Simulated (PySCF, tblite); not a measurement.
# C3H8ClFSi2: geometry, infrared bands and NMR shifts

What infrared bands and NMR shifts should C3H8ClFSi2 (`C=C[Si@@H](Cl)[SiH2]CF`) show?

The runs use tblite 0.8.0 and PySCF 2.14.0, with density-fitted response routines of our own; the level of theory stands in each step. All values are computed, except where a source is named. Atoms are numbered from 0 throughout.

## (1) The starting structure

15 atoms, charge 0, multiplicity 1; geometry from: force field or distance geometry start.

Bonds of the start (Å): C0–C1 1.35, C1–Si2 1.82, Si2–Cl3 2.05, Si2–Si4 2.30, Si4–C5 1.85, C5–F6 1.37, C0–H7 1.09, C0–H8 1.09, C1–H9 1.10, Si2–H10 1.49, Si4–H11 1.49, Si4–H12 1.49, C5–H13 1.09, C5–H14 1.08.

## (2) Optimising the geometry with GFN2-xTB

The job: settings as JSON, then the geometry in Å.

```
{"job": {"kind": "relax", "xc": "GFN2-xTB", "basis": "xTB"}, "charge": 0, "multiplicity": 1}
C      3.173100     0.223100     0.180100
C      2.035900    -0.498900     0.188500
Si     0.508100    -0.148400    -0.727500
Cl     0.312100    -1.799800    -1.925100
Si    -1.305500     0.061600     0.676300
C     -2.806700     0.255300    -0.381200
F     -2.676300     1.381000    -1.145300
H      4.036300    -0.074900     0.767600
H      3.271900     1.129600    -0.409000
H      1.998100    -1.408000     0.804100
H      0.687300     1.025000    -1.628000
H     -1.141200     1.219400     1.595300
H     -1.438200    -1.146200     1.541700
H     -3.702800     0.369700     0.221500
H     -2.956500    -0.580500    -1.054200
```

Command:

```
$ OMP_NUM_THREADS=1 python probes_run.py task.json out
```

This one command runs all jobs of the session in turn.

**Question.** This job is followed by: GFN2-xTB harmonic vibrations, gas phase; GIAO PBE0/pcSseg-1 NMR shielding, non-relativistic, gas phase. Predict these results of the whole session: strongest single infrared mode (GFN2-xTB); zero-point energy (GFN2-xTB); ¹³C shifts against TMS (PBE0/pcSseg-1); ¹H shifts against TMS (PBE0/pcSseg-1); ²⁹Si shifts against TMS (PBE0/pcSseg-1); ³⁵Cl shifts against HCl (PBE0/pcSseg-1); ¹⁹F shifts against CFCl3 (PBE0/pcSseg-1).

The runs gave:

| quantity | value |
| --- | --- |
| strongest single infrared mode (GFN2-xTB) | 604 cm⁻¹, 439 km/mol |
| zero-point energy (GFN2-xTB) | 60.5 kcal/mol |
| ¹³C shifts against TMS (PBE0/pcSseg-1) | 146.1, 143.0, 77.0 ppm |
| ¹H shifts against TMS (PBE0/pcSseg-1) | 6.70, 6.52, 6.24, 5.82, 5.29, 5.12, 4.22, 3.83 ppm |
| ²⁹Si shifts against TMS (PBE0/pcSseg-1) | -10.4, -78.4 ppm |
| ³⁵Cl shifts against HCl (PBE0/pcSseg-1) | -43 ppm |
| ¹⁹F shifts against CFCl3 (PBE0/pcSseg-1) | -292.0 ppm |

What this shows: The optimisation took 208 steps and gained 0.229 eV; among the close pairs (by a distance rule), Si4–C5 changed most, from 1.846 to 1.923 Å. The lowest mode is imaginary (22i cm⁻¹), so the xTB geometry is not a minimum. The strongest single mode, at 604 cm⁻¹, moves mainly H10. Unscaled tight-binding wavenumbers are off by several per cent, some by more. Its intensities can rank the bands wrongly. C1 (alkene CH) lies farthest downfield among carbon, at 146.1 ppm; an sp2 carbon of a C=C bond. The most deshielded hydrogen is H9 (hydrogen on an alkene CH), at 6.70 ppm: olefinic region.
